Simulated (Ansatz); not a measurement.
Working through a comparison of dispersion corrections of Br2H4Si2, SMILES [SiH3][SiH](Br)Br

Program: Ansatz 0.2.0, Python API.

Contents of `br2h4si2.xyz`:
```text
8

Si   -0.33140    1.10210    0.07290
Si    0.18850   -1.08330    0.00990
Br    2.05230   -1.42550    1.10090
Br    0.54100   -1.75980   -2.08320
H    -0.57200    1.60750    1.44380
H     0.67320    2.00970   -0.56480
H    -1.62750    1.38760   -0.66730
H    -0.83200   -1.89550    0.63200
```

Run as a notebook:

**Cell 1**
```python
import ansatz as az
```

**Cell 2**
```python
BASIS_SET = "def2-SVP"
```

**Cell 3**
```python
geometry = az.Crystal.molecule_from_extxyz("br2h4si2.xyz")

job = geometry.calculation().basis(gaussian=BASIS_SET)
for name in ["blyp", "r2scan"]:
    for correction in ("d3bj", "d4"):
        summary = job.functional(name, dispersion=correction).run(threads=1, pin="off").report
        print(f"{name:8s} {correction:5s} total {summary['free_energy_ev']:.5f} eV, of which dispersion {1000 * summary['dispersion']['energy']['ev']:.2f} meV")
```
Output:
```text
blyp     d3bj  total -155894.49043 eV, of which dispersion -613.85 meV
blyp     d4    total -155894.43503 eV, of which dispersion -558.45 meV
DeckWarning: the engine holds no damping parameters fitted to this dispersion correction and functional, so the run takes those fitted to r2scan beside the three-body term, which d3bj leaves out (hamiltonian.dispersion, under Limitations)
r2scan   d3bj  total -155891.59238 eV, of which dispersion -75.04 meV
r2scan   d4    total -155891.57659 eV, of which dispersion -59.24 meV
```

Caveats:
- Total energies depend on the basis set; only differences at equal settings carry meaning.
- Warnings are shown shortened and without file and line.
- The geometry is a force-field or estimated start, not a minimum of this method, and the basis set is short of its limit. D4 holds the three-body term, and d3bj doesn't.
- A dispersion term here runs with damping parameters fitted for another variant or functional.
- Hardware and time: 25 s on 1 thread of Arm Neoverse V1, on a shared host, peak memory 0.25 GiB.
